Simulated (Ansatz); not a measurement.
# CoH4: the cost of one run

Method: DFT PBE, scalar-relativistic, plane waves, PAW, in Ansatz 0.2.0.

### 1 The structure to begin with

The structure is cubic, space group P-43m (No. 215). The conventional cell has a = 3.706 Å, b = 3.706 Å, c = 3.706 Å, α = 90.00°, β = 90.00°, γ = 90.00°. Around Co (site symmetry -43m) lie 4 H at 1.56 Å. Around H (site symmetry 3m) lie 1 Co at 1.56 Å.

Structure file:

```
CELL_PARAMETERS angstrom
3.70581 0.00000 0.00000
0.00000 3.70581 0.00000
0.00000 0.00000 3.70581
ATOMIC_POSITIONS crystal
Co 0.00000 0.00000 0.00000
H 0.24378 0.75622 0.75622
H 0.75622 0.24378 0.75622
H 0.75622 0.75622 0.24378
H 0.24378 0.24378 0.24378
```

A structure generator made this guess: species swapped into a database cell of SnI4 (P-43m, No. 215), with Co on the Sn sites and H on the I sites. The dimensions are guesses.

### 2 A first look at the guess

File input.yaml:

```yaml
crystal:
  lattice:
    - [3.70580692, 0.0, 0.0]
    - [0.0, 3.70580692, 0.0]
    - [0.0, 0.0, 3.70580692]
  atoms:
    - { symbol: Co, position: [0.0, 0.0, 0.0], spin: 3.0 }
    - { symbol: H, position: [0.24378108, 0.75621892, 0.75621892] }
    - { symbol: H, position: [0.75621892, 0.24378108, 0.75621892] }
    - { symbol: H, position: [0.75621892, 0.75621892, 0.24378108] }
    - { symbol: H, position: [0.24378108, 0.24378108, 0.24378108] }
basis:
  ecutwfc: 420
kpoints:
  mp_grid: { grid: [6, 6, 6] }
hamiltonian:
  xc: pbe
scf:
  occupations: { method: gaussian, width: 0.1 }
  lower_state_search: "off"
output:
  forces: true
  stress: true
  eigenvalues: true
  populations: true
magnetization:
  spin_polarized: true
```

Command:

```sh
> ansatz run input.yaml --threads 1 --pin off --max-ram 2048MiB --backend cpu --events-out ev --progress --plain --runs-dir out
```

What time and memory should one allow on 1 thread of Arm Neoverse V2, shared host?

About 5.8 s, with a peak of 0.3 GiB.
